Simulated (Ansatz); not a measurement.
# GdAl: the cost of one run

Program: Ansatz 0.2.0. Level of theory: DFT, r2SCAN, PAW with Ansatz's default frozen-core files, scalar-relativistic. These are calculated values, not measurements.

## (1) The starting structure

Symmetry: Pm-3m, No. 221, cubic system. Conventional cell: a = 3.628 Å, b = 3.628 Å, c = 3.628 Å, α = 90.00°, β = 90.00°, γ = 90.00°. Gd (site symmetry m-3m) has 8 Al at 3.14 Å as nearest neighbours. Al (site symmetry m-3m) is surrounded by 8 Gd at 3.14 Å.

Coordinates:

```
Gd Al
1.0
     3.62796    0.00000    0.00000
     0.00000    3.62796    0.00000
     0.00000    0.00000    3.62796
Gd Al
1 1
Direct
  0.00000 0.00000 0.00000
  0.50000 0.50000 0.50000
```

Atoms are numbered in the order of the input: Gd1, Al2.

## (2) Free moments from the typed start, PAW

Input file input.yaml:

```yaml
crystal:
  lattice:
    - [3.62796413, 0.0, 0.0]
    - [0.0, 3.62796413, 0.0]
    - [0.0, 0.0, 3.62796413]
  atoms:
    - { symbol: Gd, position: [0.0, 0.0, 0.0], spin: 7.0 }
    - { symbol: Al, position: [0.5, 0.5, 0.5] }
magnetization:
  spin_polarized: true
kpoints:
  mp_grid: { grid: [9, 9, 9] }
scf:
  occupations: { method: fermi_dirac, width: 0.05 }
hamiltonian:
  xc: r2scan
  pseudopotentials: { kind: paw }
output:
  forces: true
  stress: true
  eigenvalues: true
  populations: true
```

The run is started by

```bash
ansatz run input.yaml --threads 1 --pin off --max-ram 3072MiB --backend cpu --events-out ev --progress --plain --runs-dir out
```

**Question.** How long does this run take on 1 thread of Arm Neoverse V1, shared host, and how much memory does it need?

About 16 s, with a peak of 0.46 GiB.
